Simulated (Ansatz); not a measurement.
**Eu3Si (antiAuCu3): equation of state and elastic constants**

How stiff is Eu3Si (antiAuCu3)? Energies and pressures are computed at volumes on both sides of the relaxed cell and fitted, then the elastic tensor. The start comes from a prototype table, not from a measured structure.

Method: DFT PBEsol, scalar-relativistic, plane waves, PAW, in Ansatz 0.2.0.

## 1. The starting structure

The structure is cubic, space group Pm-3m (No. 221). The conventional cell has a = 4.713 Å, b = 4.713 Å, c = 4.713 Å, α = 90.00°, β = 90.00°, γ = 90.00°. Eu (site symmetry 4/mmm) is surrounded by 8 Eu at 3.33 Å and 4 Si at 3.33 Å. Si (site symmetry m-3m) is surrounded by 12 Eu at 3.33 Å.

As a file:

```
CELL_PARAMETERS angstrom
4.71342 0.00000 0.00000
0.00000 4.71342 0.00000
0.00000 0.00000 4.71342
ATOMIC_POSITIONS crystal
Eu 0.00000 0.50000 0.50000
Eu 0.50000 0.50000 0.00000
Eu 0.50000 0.00000 0.50000
Si 0.00000 0.00000 0.00000
```

An earlier run at PBEsol left this cell at 26.179 Å³/atom and 0.00 GPa (6×6×6 mesh).

Volume factors to run: 0.980, 1.020, 0.960, 1.040.

## 2. Volume × 0.980

input.yaml

```yaml
crystal:
  lattice:
    - [4.6817850205, 0.0, 0.0]
    - [0.0, 4.6817850205, 0.0]
    - [0.0, 0.0, 4.6817850205]
  atoms:
    - { symbol: Eu, position: [0.0, 0.5, 0.5], spin: 7.64 }
    - { symbol: Eu, position: [0.5, 0.5, 0.0], spin: 7.64 }
    - { symbol: Eu, position: [0.5, 0.0, 0.5], spin: 7.64 }
    - { symbol: Si, position: [0.0, 0.0, 0.0] }
basis:
  ecutwfc: 420
  ecutrho_ratio: 4
kpoints:
  mp_grid: { grid: [6, 6, 6] }
hamiltonian:
  xc: pbesol
scf:
  occupations: { method: gaussian, width: 0.05 }
output:
  forces: true
  stress: true
  eigenvalues: true
  populations: true
magnetization:
  spin_polarized: true
```

Started as:

```console
ansatz run input.yaml --threads 4 --pin off --max-ram 4096MiB --backend cpu --events-out ev --progress --plain --runs-dir out
```

Further steps of the session: Volume × 1.020; At 0.960 of the relaxed volume; Volume × 1.040; Elastic constants, atoms relaxed.

Before running it: what results should come out? Wanted: V0; B0; scatter of the fit; C11, C12, C44; K, G, E; Poisson's ratio.

As calculated:

| quantity | value |
| --- | --- |
| V0 | 26.178 Å³/atom |
| B0 | 38 GPa |
| scatter of the fit | 0.007 meV/atom |
| C11, C12, C44 | 74, 21, 32 GPa |
| K, G, E (Hill) | 38, 29, 70 GPa |
| Poisson's ratio | 0.20 |

A third-order Birch–Murnaghan fit puts the minimum at 26.18 Å³/atom with a bulk modulus of 38 GPa, which is soft. One per cent of compression takes about 0.38 GPa. All eigenvalues of the tensor are positive, so the cell is mechanically stable. K/G = 1.31 lies under Pugh's 1.75, an empirical mark of brittle behaviour drawn from metals, and the universal anisotropy index of 0.04 is close to the isotropic zero. The tensor's bulk modulus (Hill average) differs from the fitted one by +2 %. These are values at 0 K without zero-point motion. No U acts on the 4f shell, so its levels can lie too near the Fermi level. Spin–orbit coupling is left out, though the cell holds Eu; it splits the 4f levels.
